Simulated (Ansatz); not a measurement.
# SnTe: the cost of one run

Computed with Ansatz 0.2.0 (DFT LDA, scalar-relativistic, plane waves, PAW, unless a step's input says otherwise).

## Step 1: The starting structure

The structure is cubic, space group F-43m (No. 216). Conventional cell: a = 7.222 Å, b = 7.222 Å, c = 7.222 Å, α = 90.00°, β = 90.00°, γ = 90.00°. Sn (site symmetry -43m) is surrounded by 4 Te at 3.13 Å. Around Te (site symmetry -43m) lie 4 Sn at 3.13 Å.

As a file:

```xyz
2
Lattice="0.0000 3.6111 3.6111 3.6111 0.0000 3.6111 3.6111 3.6111 0.0000" Properties=species:S:1:pos:R:3 pbc="T T T"
Sn    0.0000    0.0000    0.0000
Te    5.4167    5.4167    5.4167
```

The structure comes from the Materials Project (structure only).

## Step 2: Probe: one point at the start

File input.yaml:

```yaml
crystal:
  lattice:
    - [0.0, 3.611146, 3.611146]
    - [3.611146, 0.0, 3.611146]
    - [3.611146, 3.611146, 0.0]
  atoms:
    - { symbol: Sn, position: [0.0, 0.0, 0.0] }
    - { symbol: Te, position: [0.75, 0.75, 0.75] }
basis:
  ecutwfc: 420
kpoints:
  mp_grid: { grid: [4, 4, 4] }
hamiltonian:
  xc: lda
scf:
  occupations: { method: gaussian, width: 0.1 }
output:
  forces: true
  stress: true
  eigenvalues: true
```

What time and memory should one allow on 1 thread of an Arm CPU, shared host?

About 1.5 s, with a peak of 0.31 GiB.
